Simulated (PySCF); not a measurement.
# H3LuS3 (Lu(SH)3): the cost of one run

Computed with PySCF 2.14.0. Level: several levels, as the steps say, no spin–orbit coupling.

1 further run of the same task is left out (for a known fault of the program).

## Step 1: The system as given

7 atoms, charge 0, spin multiplicity 1.

Bond lengths: Lu1–S2 2.523 Å, Lu1–S4 2.523 Å, Lu1–S6 2.523 Å, S2–H3 1.355 Å, S4–H5 1.355 Å, S6–H7 1.355 Å. Angles: S2–Lu1–S4 120.0°, S2–Lu1–S6 120.0°, S4–Lu1–S6 120.0°, Lu1–S2–H3 93.6°, Lu1–S4–H5 93.6°, Lu1–S6–H7 93.6°.

Coordinates:

```xyz
7

Lu    0.00000    0.00000    0.84381
S     2.48471   -0.43780    0.85384
H     2.80277    0.87863    0.90483
S    -0.86320    2.37072    0.85384
H    -2.16230    1.98796    0.90483
S    -1.62150   -1.93292    0.85384
H    -0.64047   -2.86659    0.90483
```

Formal oxidation states: Lu +3. Each metal's 14 4f electrons lie in its core potential, so multiplicities, spins and levels count the valence alone. An earlier session relaxed this geometry at PBE0, Lu lcecp-1-SVP with ECP60, S def2-SVP, H def2-SVP (singlet, point group C3).

At PBE0 on the finer grid: E = -1235.728795 Eh, HOMO -7.57 eV, LUMO -2.41 eV, Mulliken charge on Lu1 +0.78 e, largest force component 0.009 eV/Å. 

Levels to run: wB97X; B3LYP; PBE0, TZVP. Hardware: 2 threads of Arm Neoverse V1, shared host.

## Step 2: wB97X

Contents of run.py (the lines that set the calculation):

```python
mol = gto.M(atom='''
Lu     0.00000     0.00000     0.84381
S      2.48471    -0.43780     0.85384
H      2.80277     0.87863     0.90483
S     -0.86320     2.37072     0.85384
H     -2.16230     1.98796     0.90483
S     -1.62150    -1.93292     0.85384
H     -0.64047    -2.86659     0.90483''',
    basis={'Lu': 'lcecp-1-SVP', 'S': 'def2-SVP', 'H': 'def2-SVP'},
    ecp={'Lu': 'lcecp-1-SVP'},
    charge=0, spin=0)
mf = dft.RKS(mol, xc='WB97X')
mf.grids.atom_grid = (75, 302)  # f atoms: unpruned, at least (60, 302)
mf = mf.density_fit()  # fitting sets: Lu AutoAux, S def2-universal-JKFIT, H def2-universal-JKFIT
mf.conv_tol = 1e-08; mf.max_cycle = 55
mf.kernel(dm0)  # dm0: the density of the relaxed state
```

The run is started by

```bash
$ OMP_NUM_THREADS=2 python run.py
```

**Question.** How long does this run take on 2 threads of Arm Neoverse V1, shared host?

About 15 s.
